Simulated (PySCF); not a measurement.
**GaF4⁻: edits of the settings**

What does each single edit do to the base result for GaF4⁻?

Program: PySCF 2.14.0. Level of theory: method and basis as typed in the scripts. These are calculated values, not measurements.

1 further run of the same task is left out (it didn't finish).

## (1) Where the work starts

GaF4⁻: 5 atoms, charge -1, spin multiplicity 1.

Bond lengths: Ga1–F2 1.796 Å, Ga1–F3 1.796 Å, Ga1–F4 1.796 Å, Ga1–F5 1.796 Å. Angles: F2–Ga1–F3 109.5°, F2–Ga1–F4 109.5°, F2–Ga1–F5 109.5°, F3–Ga1–F4 109.5°, F3–Ga1–F5 109.5°, F4–Ga1–F5 109.5°.

## (2) The base run

Contents of input.py:

```python
from pyscf import gto, scf
from pyscf.prop.polarizability import uhf as pol

mol = gto.M(
    atom='Ga 0 0 0; F 0.0019 1.4668 -1.0372; F 0 -1.4668 -1.0372; F 1.4659 -0.0009 1.0385; F -1.4677 0.0009 1.0359',
    basis='def2-svp',
    charge=-1,
    spin=0,
    verbose=4,
)
mf = scf.UHF(mol)
mf.kernel()
print('polarizability (a.u.)')
print(pol.Polarizability(mf).polarizability().round(4))
mf.dip_moment()
print('orbital energies (hartree):', [e[max(0, n-3):n+3].round(4) for e, n in zip(mf.mo_energy, mol.nelec)])
```

Launch:

```
> OMP_NUM_THREADS=1 python input.py
```

The log of this run is left out.

In short: E(SCF) = -2320.696672 Eh, 10 cycles, α(xx, yy, zz) = 16.2, 16.2, 16.2 bohr³.

The dipole of an ion depends on the origin.

## (3) Sbkjc (core potential on)

Edit 1 changes basis set: def2-svp → sbkjc; core potential: off → on. The core potential changes with it: totals don't compare.

Contents of input.py:

```python
from pyscf import gto, scf
from pyscf.prop.polarizability import uhf as pol

mol = gto.M(
    atom='Ga 0 0 0; F 0.0019 1.4668 -1.0372; F 0 -1.4668 -1.0372; F 1.4659 -0.0009 1.0385; F -1.4677 0.0009 1.0359',
    basis='sbkjc',
    ecp={'Ga': 'sbkjc', 'F': 'sbkjc'},
    charge=-1,
    spin=0,
    verbose=4,
)
mf = scf.UHF(mol)
mf.kernel()
print('polarizability (a.u.)')
print(pol.Polarizability(mf).polarizability().round(4))
mf.dip_moment()
print('orbital energies (hartree):', [e[max(0, n-3):n+3].round(4) for e, n in zip(mf.mo_energy, mol.nelec)])
```

Launch:

```
> OMP_NUM_THREADS=1 python input.py
```

## (4) DIIS space 12

Edit 2 changes DIIS space: default → 12.

Edit input.py of step 2 so:

```diff
@@ -11,2 +11,3 @@
 mf = scf.UHF(mol)
+mf.diis_space = 12
 mf.kernel()
```

**Question.** What will these runs give? Wanted: for each run, E(SCF); from base; gap.

The runs gave:

| run | E(SCF) (hartree) | from base (eV) | cycles | gap (eV) |
| --- | --- | --- | --- | --- |
| base | -2320.696672 | 0 | 10 | 19.11 |
| sbkjc (core potential on) | -352.861883 | not comparable | 12 | 19.24 |
| DIIS space 12 | -2320.696672 | 0.0000 | 10 | 19.11 |

Distance from each run's final energy (log10 hartree) by cycle:

| run | cycle 1 | cycle 2 | cycle 3 | cycle 5 | cycle 8 | cycle 12 |
| --- | --- | --- | --- | --- | --- | --- |
| base | -0.8 | -1.2 | -3.4 | -5.4 | -8.1 | done |
| sbkjc (core potential on) | 1.6 | 2.0 | 0.6 | -0.9 | -4.8 | < -11 |
| DIIS space 12 | -0.8 | -1.2 | -3.4 | -5.4 | -8.1 | done |

In words: No change of the SCF energy comes from DIIS space 12.
